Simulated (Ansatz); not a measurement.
# HCl: the cost of one run

Program: Ansatz 0.2.0. Level of theory: DFT r2SCAN+D3(BJ), plane waves, PAW, scalar-relativistic, no spin polarisation. These are calculated values, not measurements.

### Step 1. The structure to begin with

The cell holds 24 atoms (Cl12H12): a = 8.490 Å, b = 8.490 Å, c = 8.490 Å, α = 90.00°, β = 90.00°, γ = 90.00°.

Its coordinates follow in the input file.

### Step 2. Preparing the start

Input file input.yaml:

```yaml
accuracy: low
crystal:
  lattice:
    - [8.490185, 0.0, 0.0]
    - [0.0, 8.490185, 0.0]
    - [0.0, 0.0, 8.490185]
  atoms:
    - { symbol: Cl, position: [0.1608597, 0.0749771, 0.3203947] }
    - { symbol: H, position: [0.1045781, 0.0223008, 0.1908335] }
    - { symbol: Cl, position: [0.8988959, 0.8892869, 0.5027399] }
    - { symbol: H, position: [1.0217646, 0.8403586, 0.4303672] }
    - { symbol: Cl, position: [0.5774206, 0.1858782, 0.3251043] }
    - { symbol: H, position: [0.504374, 0.249135, 0.440825] }
    - { symbol: Cl, position: [0.36744, 0.0716592, 0.9614332] }
    - { symbol: H, position: [0.2610688, -0.0154426, 0.8995708] }
    - { symbol: Cl, position: [0.7377179, 0.0660105, 0.8825046] }
    - { symbol: H, position: [0.6667846, 0.1628039, 0.7912467] }
    - { symbol: Cl, position: [0.9460184, 0.3573926, 0.689565] }
    - { symbol: H, position: [0.9207542, 0.5058019, 0.697621] }
    - { symbol: Cl, position: [0.5235149, 0.7079261, 0.0669247] }
    - { symbol: H, position: [0.5691054, 0.8507864, 0.0514021] }
    - { symbol: Cl, position: [0.867693, 0.5785681, 0.149594] }
    - { symbol: H, position: [0.8725306, 0.5664208, -0.0005977] }
    - { symbol: Cl, position: [0.2171303, 0.7001426, 0.837068] }
    - { symbol: H, position: [0.2027923, 0.7363738, 0.6914308] }
    - { symbol: Cl, position: [0.6204347, 0.4996534, 0.6101619] }
    - { symbol: H, position: [0.5042295, 0.4717617, 0.5182549] }
    - { symbol: Cl, position: [0.4408948, 0.9006733, 0.5464887] }
    - { symbol: H, position: [0.2990648, 0.8861649, 0.4974758] }
    - { symbol: Cl, position: [0.047729, 0.2634432, 1.0328762] }
    - { symbol: H, position: [0.1570052, 0.296828, 0.9345265] }
basis:
  ecutwfc: 500.0
kpoints:
  mp_grid: { grid: [1, 1, 1] }
hamiltonian:
  xc: r2scan
  dispersion: d3bj
scf:
  occupations: { method: fermi_dirac, width: 0.02 }
  lower_state_search: "off"
relax:
  f_tol: 0.3
  max_steps: 15
  adjacent_minimum: "off"
```

On the command line:

```bash
ansatz run input.yaml --threads 1 --pin off --max-ram 3072MiB --backend cpu --events-out ev --progress --plain --runs-dir out
```

**Question.** How long does this run take on 1 thread of Arm Neoverse V1, shared host, and how much memory does it need?

About 5.6 min, with a peak of 0.95 GiB.
